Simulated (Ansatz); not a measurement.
**GeAsH₃ (triplet): from Hartree-Fock to the top rungs at a displaced geometry (v2), cc-pVDZ**

The task here is to estimate one member of a computed series from the others.

Computed with Ansatz 0.2.0, Gaussian basis. Level: cc-pVDZ, core rule «outside noble gas», up to 28 orbitals frozen.

The runs, in order: UHF; CCSD(T) on ROHF; CCSD(T) on UHF; BCCD(T) on ROHF; CISD; CCSDT(Q) on ROHF; CCSDT(Q) on UHF.

27 further runs of the same task are left out: 17 that didn't finish, 10 set aside as unsound or not needed.

### The geometry

The geometry is a PBE0/def2-TZVP stationary point (not a proven minimum) with its atoms shifted at random (size 0.100 Å). No spin-orbit coupling is included. The filled d shell of Ge, As may be among the frozen orbitals whatever the setting's name suggests; the logs give the count.

5 atoms, charge 0, spin multiplicity 3.

Atoms are counted from 1 here; the program's logs count them from 0.

Bond lengths: Ge1–As2 2.252 Å, Ge1–H3 1.551 Å, Ge1–H4 1.598 Å, Ge1–H5 1.691 Å. Angles: As2–Ge1–H3 113.4°, As2–Ge1–H4 109.6°, As2–Ge1–H5 112.7°, H3–Ge1–H4 108.8°, H3–Ge1–H5 107.1°, H4–Ge1–H5 104.9°.

Set-up of the first run:

Contents of in.yaml:

```yaml
crystal:
  periodic: [false, false, false]
  atoms:
    - {symbol: Ge, position_ang: [-1.108563, -0.011049, -0.003272]}
    - {symbol: As, position_ang: [1.143763, 0.014022, 0.004023]}
    - {symbol: H, position_ang: [-1.739656, 1.405611, 0.003041]}
    - {symbol: H, position_ang: [-1.639350, -0.817921, 1.269234]}
    - {symbol: H, position_ang: [-1.746881, -0.833703, -1.335464]}
basis:
  gaussian: {orbitals: cc-pVDZ}
magnetization: {spin_polarized: true, initial_magnetization: 2}
hamiltonian: {xc: hf}
output: {orbitals: {seedname: orbitals}}
```

Run with:

```sh
ansatz run in.yaml --threads 1 --pin off --events-out ev --progress --plain --max-ram 2393MiB
```

Among the steps run: UHF; CCSD(T) on ROHF; CCSD(T) on UHF; BCCD(T) on ROHF; CISD; CCSDT(Q) on ROHF; CCSDT(Q) on UHF.

One table of the session follows, with a row left open; its other results are not shown here.

| method | from UCCSDT(Q) (meV) |
| --- | --- |
| ROHF | +5940.1 |
| UHF | +5797.4 |
| RMP2 | +1234.3 |
| UMP2 | +1245.3 |
| CISD | +654.9 |
| RCCSD | +182.7 |
| UCCSD | +171.7 |
| RCCSD(T) | +42.7 |
| UCCSD(T) | +34.7 |
| BCCD(T) | +41.7 |
| RCCSDT | +14.5 |
| UCCSDT | ? |
| RCCSDT(Q) | +8.1 |
| UCCSDT(Q) | 0 |

Estimate the missing values for UCCSDT.

As computed: from UCCSDT(Q) (meV): +6.5. In the column «from UCCSDT(Q) (meV)» it lies between UCCSDT(Q) (0) and RCCSDT(Q) (+8.1).

To keep in mind: Restricted and unrestricted rows rest on different reference determinants; where their highest levels disagree by more than a few hundredths of an eV, they describe different states and don't form one ladder.
